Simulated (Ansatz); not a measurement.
# Si20H30 bond sphere (InSi₁₉H₃₀): the relaxed shape and its frontier levels

Aim: characterise Si20H30 bond sphere (InSi₁₉H₃₀) as a doublet: its structure, frontier levels and distribution of charge and spin.

Method: UKS PBE0-D4/def2-SVP; program: Ansatz 0.2.0, Gaussian basis.

Plan: relaxation at PBE-D4/def2-SVP; a search for the lowest solution at PBE-D4/def2-SVP; a single point at PBE0-D4/def2-SVP.

6 further runs of the same task are left out: 3 that didn't finish, 3 set aside as unsound or not needed.

### 1 The system as given

50 atoms, charge 0, spin multiplicity 2.

Atoms are counted from 1 here; the program's logs count them from 0.

Bond lengths: Si1–Si11 2.326 Å, Si1–Si12 2.365 Å, Si1–Si13 2.322 Å, Si1–H21 1.446 Å, Si2–Si11 2.333 Å, Si2–Si14 2.336 Å, Si2–H22 1.466 Å, Si2–H23 1.454 Å, Si3–Si13 2.373 Å, Si3–Si15 2.339 Å, Si3–Si16 2.345 Å, Si3–H24 1.432 Å, Si4–Si14 2.372 Å, Si4–Si15 2.358 Å, Si4–H25 1.468 Å, Si4–H26 1.435 Å, Si5–Si12 2.331 Å, Si5–Si17 2.379 Å and more. Angles: Si11–Si1–Si12 109.1°, Si11–Si1–Si13 110.5°, Si11–Si1–H21 109.5°, Si12–Si1–Si13 108.8°, Si12–Si1–H21 109.1°, Si13–Si1–H21 109.9°, Si11–Si2–Si14 109.7°, Si11–Si2–H22 108.2°, Si11–Si2–H23 111.9°, Si14–Si2–H22 108.8°, Si14–Si2–H23 110.3°, H22–Si2–H23 107.8°, Si13–Si3–Si15 109.3°, Si13–Si3–Si16 109.4°, Si13–Si3–H24 108.8°, Si15–Si3–Si16 110.1°, Si15–Si3–H24 109.5°, Si16–Si3–H24 109.7° and more.

In takes a core potential in the def2 sets. No spin-orbit coupling is included.

The start is a built from a lattice or polyhedron geometry.

### 2 Relaxation at PBE-D4/def2-SVP

File in.yaml:

```yaml
crystal:
  periodic: [false, false, false]
  atoms:
    - {symbol: Si, position_ang: [-2.031400, -2.024300, -0.673900]}
    - {symbol: Si, position_ang: [-2.056200, 0.692500, -3.387700]}
    - {symbol: Si, position_ang: [-2.044700, 0.687600, 2.042100]}
    - {symbol: Si, position_ang: [-2.032200, 3.394800, -0.670700]}
    - {symbol: Si, position_ang: [0.667800, -2.039100, -3.401600]}
    - {symbol: Si, position_ang: [0.687900, -2.036000, 2.032200]}
    - {symbol: Si, position_ang: [3.382600, -2.040500, -0.678800]}
    - {symbol: In, position_ang: [0.674700, 0.698300, -0.663800]}
    - {symbol: Si, position_ang: [0.638200, 3.366000, 2.034000]}
    - {symbol: Si, position_ang: [3.388000, 0.682100, 2.039900]}
    - {symbol: Si, position_ang: [-3.362600, -0.695600, -2.042300]}
    - {symbol: Si, position_ang: [-0.648200, -3.384700, -2.026700]}
    - {symbol: Si, position_ang: [-0.686600, -0.703600, 0.681400]}
    - {symbol: Si, position_ang: [-0.677200, 2.018200, -2.046900]}
    - {symbol: Si, position_ang: [-3.395500, 2.022500, 0.677400]}
    - {symbol: Si, position_ang: [-0.677400, 2.037200, 3.386800]}
    - {symbol: Si, position_ang: [2.045500, -0.665500, -2.031800]}
    - {symbol: Si, position_ang: [2.024400, -3.383400, 0.671400]}
    - {symbol: Si, position_ang: [2.049800, -0.695000, 3.408100]}
    - {symbol: Si, position_ang: [2.036300, 2.017900, 0.674200]}
    - {symbol: H, position_ang: [-2.873000, -2.869700, 0.143600]}
    - {symbol: H, position_ang: [-1.216100, -0.155300, -4.238500]}
    - {symbol: H, position_ang: [-2.870300, 1.527400, -4.256300]}
    - {symbol: H, position_ang: [-2.870000, -0.139900, 2.869300]}
    - {symbol: H, position_ang: [-2.885900, 4.242800, -1.512200]}
    - {symbol: H, position_ang: [-1.186000, 4.226400, 0.136100]}
    - {symbol: H, position_ang: [-0.159900, -1.206200, -4.219900]}
    - {symbol: H, position_ang: [1.518900, -2.898200, -4.249500]}
    - {symbol: H, position_ang: [-0.145000, -2.863600, 2.864200]}
    - {symbol: H, position_ang: [4.231500, -2.867100, -1.509000]}
    - {symbol: H, position_ang: [4.244700, -1.195600, 0.156900]}
    - {symbol: H, position_ang: [-0.162200, 4.247400, 1.165700]}
    - {symbol: H, position_ang: [1.514000, 4.232000, 2.852400]}
    - {symbol: H, position_ang: [4.236500, -0.168100, 1.212400]}
    - {symbol: H, position_ang: [4.229600, 1.526100, 2.892100]}
    - {symbol: H, position_ang: [-4.225800, -1.529200, -2.896500]}
    - {symbol: H, position_ang: [-4.205200, 0.156600, -1.209800]}
    - {symbol: H, position_ang: [-1.513900, -4.234400, -2.861000]}
    - {symbol: H, position_ang: [0.158800, -4.231300, -1.210200]}
    - {symbol: H, position_ang: [0.165300, 2.858300, -2.863800]}
    - {symbol: H, position_ang: [-4.208700, 1.176600, -0.195300]}
    - {symbol: H, position_ang: [-4.222300, 2.912000, 1.501000]}
    - {symbol: H, position_ang: [-1.534800, 2.882600, 4.218900]}
    - {symbol: H, position_ang: [0.150700, 1.194200, 4.239500]}
    - {symbol: H, position_ang: [2.867700, 0.162500, -2.876400]}
    - {symbol: H, position_ang: [1.186800, -4.236300, -0.172500]}
    - {symbol: H, position_ang: [2.873900, -4.248400, 1.499600]}
    - {symbol: H, position_ang: [2.895600, -1.516800, 4.230700]}
    - {symbol: H, position_ang: [1.207100, 0.152000, 4.228100]}
    - {symbol: H, position_ang: [2.880200, 2.878000, -0.175700]}
basis:
  gaussian: {orbitals: def2-SVP, fitting: {mean_field: def2-universal-jkfit}}
magnetization: {spin_polarized: true, initial_magnetization: 1}
hamiltonian: {xc: pbe, dispersion: d4}
scf: {lower_state_search: "off"}
output: {orbitals: {seedname: orbitals}}
relax: {f_tol: 0.03, max_steps: 70}
```

The run is started by

```
$ ansatz run in.yaml --threads 2 --pin off --events-out ev --progress --plain --max-ram 32768MiB --backend cuda --devices 0, --max-vram 18GiB
```

Further steps of the session: Searching for the lowest solution, PBE-D4/def2-SVP; Single point, PBE0-D4/def2-SVP.

Q: Predict the results of all the runs planned. Wanted: point group; commonest bond, hydrogen aside; HOMO, LUMO at PBE0-D4/def2-SVP; ⟨S²⟩; dipole at PBE-D4/def2-SVP.

As calculated:

| quantity | value |
| --- | --- |
| point group | C1 |
| commonest bond, hydrogen aside | Si–Si, 21 of mean length 2.358 Å |
| HOMO, LUMO at PBE0-D4/def2-SVP (over both spins) | -6.40, -4.48 eV |
| ⟨S²⟩ | 0.757 |
| dipole at PBE-D4/def2-SVP | 1.40 D |

The molecule keeps its bonding pattern by the stored test; the atoms moved 0.55 Å (rms), and the angle Si17–In8–Si20 went from 109° to 86°. No usable vibrations, so a minimum isn't proven. Whether this spin is the lowest isn't tested here. The point group is read from a loosely relaxed geometry; soft torsions can leave it below the true symmetry.
